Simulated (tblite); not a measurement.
# C5H13FSSi: the cost of one run

Computed with tblite 0.8.0 and PySCF 2.14.0, with density-fitted response routines of our own, on a single molecule in the gas phase. Atoms count from 0, in the outputs and in this text.

### Step 1. The starting structure

21 atoms, charge 0, multiplicity 1; geometry from: force field or distance geometry start.

Bonds of the start (Å): C0–S1 1.82, S1–Si2 2.11, Si2–C3 1.87, Si2–C4 1.88, Si2–C5 1.89, C5–C6 1.50, C6–F7 1.39, C0–H8 1.11, C0–H9 1.11, C0–H10 1.09, C3–H11 1.10, C3–H12 1.10, C3–H13 1.13, C4–H14 1.10, C4–H15 1.11, C4–H16 1.10, C5–H17 1.11, C5–H18 1.11, C6–H19 1.12, C6–H20 1.11.

### Step 2. Optimising the geometry with GFN2-xTB

Job settings and geometry (Å):

```
{"job": {"kind": "relax", "xc": "GFN2-xTB", "basis": "xTB"}, "charge": 0, "multiplicity": 1}
C      3.137700     1.081000    -0.097300
S      1.661400     1.173900     0.965900
Si     0.093500    -0.103400     0.353500
C      0.669100    -1.581300    -0.632300
C     -0.736300    -0.749900     1.916600
C     -1.165800     0.748200    -0.769600
C     -2.530200     0.681400    -0.148500
F     -2.941200    -0.625900     0.052200
H      2.855900     1.447100    -1.111900
H      3.854200     1.802400     0.336400
H      3.591000     0.093300    -0.137000
H      0.613300    -1.291900    -1.697100
H      1.637900    -1.966300    -0.295700
H     -0.134900    -2.359200    -0.477800
H      0.060300    -0.929900     2.655500
H     -1.504600    -0.032500     2.278100
H     -1.204300    -1.718700     1.706200
H     -1.245100     0.232500    -1.752400
H     -0.814600     1.792000    -0.915000
H     -3.264100     1.094800    -0.882000
H     -2.642200     1.229500     0.806600
```

Run with:

```bash
OMP_NUM_THREADS=1 python probes_run.py task.json out
```

The driver reads the jobs from task.json and runs them one after another.

Q: Estimate the wall time of this first job on 1 thread of Arm Neoverse N1, shared host.

About 2.6 s.
